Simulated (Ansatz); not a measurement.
# Li2ClF: the cost of one run

Program: Ansatz 0.2.0. Level of theory: plane waves, PAW. These are calculated values, not measurements.

3 further runs of the same task are left out: 3 that didn't finish. Runs told in other sessions of the task aren't counted.

## Step 1: Starting point

Symmetry: P4/mmm, No. 123, tetragonal system. The conventional cell has a = 3.343 Å, b = 3.343 Å, c = 4.601 Å, α = 90.00°, β = 90.00°, γ = 90.00°. F (site symmetry 4/mmm) has 6 Li at 2.30 to 2.36 Å in its first shell of neighbours. Li (site symmetry 4/mmm) is surrounded by 2 F at 2.30 Å and 4 Cl at 2.36 Å. Cl (site symmetry 4/mmm) is surrounded by 6 Li at 2.30 to 2.36 Å. Li (site symmetry 4/mmm) is surrounded by 2 Cl at 2.30 Å and 4 F at 2.36 Å.

Coordinates:

```xyz
4
Lattice="3.3431 0.0000 0.0000 0.0000 3.3431 0.0000 0.0000 0.0000 4.6013" Properties=species:S:1:pos:R:3 pbc="T T T"
F     0.0000    0.0000    0.0000
Li    0.0000    0.0000    2.3006
Cl    1.6716    1.6716    2.3006
Li    1.6716    1.6716    0.0000
```

Cell and atoms come from an earlier r2SCAN relaxation.

## Step 2: PBE, anion s p, 6×6×4

input.yaml

```yaml
crystal:
  lattice:
    - [3.3431460411, 0.0, 0.0]
    - [0.0, 3.3431460411, 0.0]
    - [0.0, 0.0, 4.6012771398]
  atoms:
    - { symbol: F, position: [0.0, 0.0, 0.0] }
    - { symbol: Li, position: [0.0, 0.0, 0.5] }
    - { symbol: Cl, position: [0.5, 0.5, 0.5] }
    - { symbol: Li, position: [0.5, 0.5, 0.0] }
kpoints:
  mp_grid: { grid: [6, 6, 4] }
  band_path:
    path:
      - [[0.0, 0.0, 0.0], [-9.968038264527e-51, 0.5, 0.0], [0.5, 0.5, 0.0], [0.0, 0.0, 0.0], [0.0, 0.0, 0.5], [-9.968038264527e-51, 0.5, 0.5], [0.5, 0.5, 0.5], [0.0, 0.0, 0.5]]
      - [[-9.968038264527e-51, 0.5, 0.0], [-9.968038264527e-51, 0.5, 0.5]]
      - [[0.5, 0.5, 0.0], [0.5, 0.5, 0.5]]
    npoints: 10
hamiltonian:
  xc: pbe
scf:
  occupations: { method: fixed }
  n_extra_bands: 6
output:
  forces: false
  stress: false
  eigenvalues: true
  wannier:
    kmesh: [6, 6, 4]
    projections:
      - { species: F, l: s, shell: 2 }
      - { species: F, l: p, shell: 2 }
      - { species: Cl, l: s, shell: 3 }
      - { species: Cl, l: p, shell: 3 }
    minimise: true
    write_hr: true
    conv_tol: 1.0e-08
    max_iter: 3000
```

On the command line:

```sh
> ansatz run input.yaml --threads 4 --pin off --max-ram 3686MiB --backend cpu --events-out ev --progress --plain --runs-dir out
```

**Question.** How long does this run take on 4 threads of Arm Neoverse V2, shared host, and how much memory does it need?

About 1.3 s, with a peak of 0.29 GiB.
